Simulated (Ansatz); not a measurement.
Here is an Ansatz 0.2.0 calculation.

input.yaml

```yaml
crystal:
  lattice:
    - [5.24237, 3.02668, 4.14273]
    - [-5.24237, 3.02668, 4.14273]
    - [0.0, -6.05337, 4.14273]
  atoms:
    - { symbol: Ta, position: [0.23108, 0.57229, 0.23108] }
    - { symbol: Ta, position: [0.23108, 0.23108, 0.57229] }
    - { symbol: Ta, position: [0.57229, 0.23108, 0.23108] }
    - { symbol: As, position: [0.55878, 0.55878, 0.55878] }
    - { symbol: Au, position: [0.96559, 0.96559, 0.96559] }
    - { symbol: Au, position: [0.75105, 0.75105, 0.75105] }
    - { symbol: O, position: [0.40884, 0.66762, 0.40884] }
    - { symbol: O, position: [0.40884, 0.40884, 0.66762] }
    - { symbol: O, position: [0.66762, 0.40884, 0.40884] }
    - { symbol: O, position: [0.49726, 0.01313, 0.36024] }
    - { symbol: O, position: [0.36024, 0.49726, 0.01313] }
    - { symbol: O, position: [0.01313, 0.36024, 0.49726] }
    - { symbol: O, position: [0.36024, 0.01313, 0.49726] }
    - { symbol: O, position: [0.01313, 0.49726, 0.36024] }
    - { symbol: O, position: [0.49726, 0.36024, 0.01313] }
    - { symbol: O, position: [0.10963, 0.74806, 0.10963] }
    - { symbol: O, position: [0.10963, 0.10963, 0.74806] }
    - { symbol: O, position: [0.74806, 0.10963, 0.10963] }
    - { symbol: O, position: [0.3084, 0.3084, 0.3084] }
hamiltonian:
  xc: pbe
  pseudopotentials: { kind: nc, accuracy: standard }
kpoints:
  mp_grid: { grid: [4, 4, 4] }
scf:
  occupations: { method: fermi_dirac, width: 0.05 }
output:
  forces: true
  stress: true
  eigenvalues: true
```

Potentials or basis: PseudoDojo standard (PBE files).

Command:

```sh
$ ansatz run input.yaml --threads 8 --pin off --max-ram 20480MiB --backend cpu --events-out ev --progress --plain --runs-dir out
```

Question: Predict the largest force.

Answer: 0.146 eV/Å.

Question: Estimate the band gap on the k mesh.

Answer: 1.07 eV, indirect (least direct gap 1.10 eV).

Stress tensor (GPa, compression positive):
```
-0.48  0.00  0.00
 0.00 -0.48  0.00
 0.00  0.00 -0.32
```

Caveat: spin-orbit coupling is left out, which moves the levels of the heavy elements. As with any semilocal functional, this PBE gap is likely too small.
